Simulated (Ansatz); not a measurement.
# Cu: the cost of one run

Method: DFT PBEsol, scalar-relativistic, plane waves, PAW, in Ansatz 0.2.0.

3 further runs of the same task are left out: 3 set aside as unsound or not needed.

**1. The structure to begin with**

The structure is orthorhombic, space group Cmcm (No. 63). The conventional cell has a = 2.430 Å, b = 7.920 Å, c = 2.468 Å, α = 90.00°, β = 90.00°, γ = 90.00°. Around Cu (site symmetry m2m) lie 10 Cu at 2.43 to 2.53 Å.

Structure file:

```
Cu
1.0
     1.21480    3.95985   -2.46771
     1.21480    3.95985    2.46771
     4.85919    0.00000    0.00000
Cu
8
Direct
  0.24115 0.49115 0.06693
  0.74115 0.99115 0.06693
  0.24115 0.49115 0.56693
  0.74115 0.99115 0.56693
  0.25885 0.00885 0.43307
  0.75885 0.50885 0.43307
  0.25885 0.00885 0.93307
  0.75885 0.50885 0.93307
```

It goes back to an entry of the Materials Project, which need not be the stable form.

It is built from the cell relaxed beforehand with the same method (11.87 Å³/atom).

**2. Zero of the scan**

File input.yaml:

```yaml
crystal:
  lattice:
    - [1.2147975457, 3.9598457492, -2.4677050578]
    - [1.2147975457, 3.9598457492, 2.4677050578]
    - [4.8591901826, 0.0, 0.0]
  atoms:
    - { symbol: Cu, position: [0.2411469557, 0.4911469557, 0.0669265222] }
    - { symbol: Cu, position: [0.7411469557, 0.9911469557, 0.0669265222] }
    - { symbol: Cu, position: [0.2411469557, 0.4911469557, 0.5669265222] }
    - { symbol: Cu, position: [0.7411469557, 0.9911469557, 0.5669265222] }
    - { symbol: Cu, position: [0.2588530443, 0.0088530443, 0.4330734778] }
    - { symbol: Cu, position: [0.7588530443, 0.5088530443, 0.4330734778] }
    - { symbol: Cu, position: [0.2588530443, 0.0088530443, 0.9330734778] }
    - { symbol: Cu, position: [0.7588530443, 0.5088530443, 0.9330734778] }
basis:
  ecutwfc: 420
kpoints:
  mp_grid: { grid: [8, 8, 8] }
hamiltonian:
  xc: pbesol
scf:
  occupations: { method: gaussian, width: 0.15 }
output:
  forces: true
  stress: true
  eigenvalues: true
```

Run with:

```console
> ansatz run input.yaml --threads 2 --pin off --max-ram 5120MiB --backend cpu --events-out ev --progress --plain --runs-dir out
```

Q: Estimate wall time and peak memory on 2 threads of Intel Xeon 6975P-C (Granite Rapids), shared host.

About 19 s, with a peak of 1.1 GiB.
